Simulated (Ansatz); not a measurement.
**C6H14Ge: up Jacob's ladder to CCSD(T)**

The task here is to estimate one member of a computed series from the others.

Computed with Ansatz 0.2.0, Gaussian basis. Level: functionals in def2-TZVPP, the program's frozen cores in correlated methods.

Plan: LDA (SPW92), PBE-D4, revPBE-D4, BLYP-D4, r2SCAN-D4, B97M-V, PBE0-D4, B3LYP-D4, r2SCANh-D4, r2SCAN0-D4, HSE06-D4, BHLYP-D4, CAM-B3LYP-D4, LC-ωPBE, ωB97X-V, ωB97M-V, B2PLYP, PBE-QIDH; CCSD(T)/def2-SVP; CCSD(T)/def2-TZVPP; MP2/def2-QZVPP; extrapolation to the limit; RPA on PBE.

3 further runs of the same task are left out: 3 for a known fault of the program.

## Structure used throughout

All runs share one geometry, relaxed beforehand with PBE0-D4 in a triple-zeta def2 set.

SMILES `C[CH](C)[Ge][CH](C)C`, 21 atoms, charge 0, spin multiplicity 1.

Atoms are counted from 1 here; the program's logs count them from 0.

Bond lengths: C1–C2 1.529 Å, C1–H8 1.098 Å, C1–H9 1.096 Å, C1–H10 1.093 Å, C2–C3 1.521 Å, C2–Ge4 2.011 Å, C2–H11 1.095 Å, C3–H12 1.095 Å, C3–H13 1.093 Å, C3–H14 1.097 Å, Ge4–C5 2.016 Å, C5–C6 1.524 Å, C5–C7 1.521 Å, C5–H15 1.105 Å, C6–H16 1.095 Å, C6–H17 1.096 Å, C6–H18 1.093 Å, C7–H19 1.092 Å and more. Angles: C2–C1–H8 111.9°, C2–C1–H9 110.9°, C2–C1–H10 112.4°, H8–C1–H9 106.2°, H8–C1–H10 107.6°, H9–C1–H10 107.5°, C1–C2–C3 111.4°, C1–C2–Ge4 105.7°, C1–C2–H11 108.8°, C3–C2–Ge4 111.7°, C3–C2–H11 109.5°, Ge4–C2–H11 109.6°, C2–C3–H12 111.3°, C2–C3–H13 112.0°, C2–C3–H14 111.4°, H12–C3–H13 107.1°, H12–C3–H14 107.3°, H13–C3–H14 107.5° and more.

Set-up of the first run:

The input, in.yaml:

```yaml
crystal:
  periodic: [false, false, false]
  atoms:
    - {symbol: C, position_ang: [1.694791, -0.898558, 0.902394]}
    - {symbol: C, position_ang: [0.999632, -1.035945, -0.452507]}
    - {symbol: C, position_ang: [1.410890, -2.318230, -1.158916]}
    - {symbol: Ge, position_ang: [-0.971810, -1.005042, -0.059247]}
    - {symbol: C, position_ang: [-1.194799, 0.929786, 0.459628]}
    - {symbol: C, position_ang: [-2.670875, 1.306805, 0.498055]}
    - {symbol: C, position_ang: [-0.374482, 1.959395, -0.303179]}
    - {symbol: H, position_ang: [1.351854, -1.657791, 1.616920]}
    - {symbol: H, position_ang: [2.777386, -1.038884, 0.801964]}
    - {symbol: H, position_ang: [1.530476, 0.081457, 1.357353]}
    - {symbol: H, position_ang: [1.264069, -0.174182, -1.074515]}
    - {symbol: H, position_ang: [1.131344, -3.201335, -0.575083]}
    - {symbol: H, position_ang: [0.935344, -2.417142, -2.138562]}
    - {symbol: H, position_ang: [2.495678, -2.359836, -1.313603]}
    - {symbol: H, position_ang: [-0.827580, 0.895596, 1.501150]}
    - {symbol: H, position_ang: [-3.094732, 1.346592, -0.510709]}
    - {symbol: H, position_ang: [-2.821535, 2.294761, 0.947910]}
    - {symbol: H, position_ang: [-3.263302, 0.586039, 1.067907]}
    - {symbol: H, position_ang: [0.698916, 1.772628, -0.235551]}
    - {symbol: H, position_ang: [-0.555745, 2.970280, 0.081028]}
    - {symbol: H, position_ang: [-0.639920, 1.974203, -1.365438]}
basis:
  gaussian: {orbitals: def2-TZVPP}
hamiltonian: {xc: lda}
output: {orbitals: {seedname: orbitals}}
```

Command:

```sh
ansatz run in.yaml --threads 2 --pin off --events-out ev --progress --plain --max-ram 32768MiB --backend cuda --devices 0, --max-vram 18GiB
```

Steps of the session up to this table: LDA; PBE-D4 (GGA); revPBE-D4 (GGA); BLYP-D4 (GGA); r2SCAN-D4 (meta-GGA); B97M-V (meta-GGA); B3LYP-D4 (hybrid); r2SCANh-D4 (hybrid); r2SCAN0-D4 (hybrid); HSE06-D4 (hybrid); BHLYP-D4 (hybrid); CAM-B3LYP-D4 (range-separated); LC-ωPBE (range-separated); ωB97X-V (range-separated); ωB97M-V (range-separated); B2PLYP (double hybrid); PBE-QIDH (double hybrid).

One table of the session follows, with a row left open; its other results are not shown here.

| functional | HOMO (eV) | LUMO (eV) | gap (eV) |
| --- | --- | --- | --- |
| LDA (SPW92) | -4.92 | -3.30 | 1.62 |
| PBE-D4 | -4.77 | -3.03 | 1.75 |
| revPBE-D4 | -4.71 | -2.91 | 1.81 |
| BLYP-D4 | -4.66 | -2.95 | 1.72 |
| r2SCAN-D4 | -4.98 | -2.93 | 2.05 |
| B97M-V | -5.02 | -2.93 | 2.09 |
| PBE0-D4 | -5.76 | -2.18 | 3.58 |
| B3LYP-D4 | -5.61 | -2.43 | 3.18 |
| r2SCANh-D4 | -5.35 | -2.61 | 2.74 |
| r2SCAN0-D4 | -5.90 | -2.14 | 3.76 |
| HSE06-D4 | -5.37 | -2.55 | 2.81 |
| BHLYP-D4 | -6.66 | -1.30 | 5.36 |
| CAM-B3LYP-D4 | -7.02 | -1.16 | 5.86 |
| LC-ωPBE | -8.23 | 0.04 | 8.27 |
| ωB97X-V | -7.95 | -0.13 | 7.82 |
| ωB97M-V | ? | ? | ? |

Q: Estimate the row for ωB97M-V from the others.

As computed: HOMO (eV): -7.87; LUMO (eV): -0.29; gap (eV): 7.57. In the column «HOMO (eV)» it lies between ωB97X-V (-7.95) and CAM-B3LYP-D4 (-7.02).
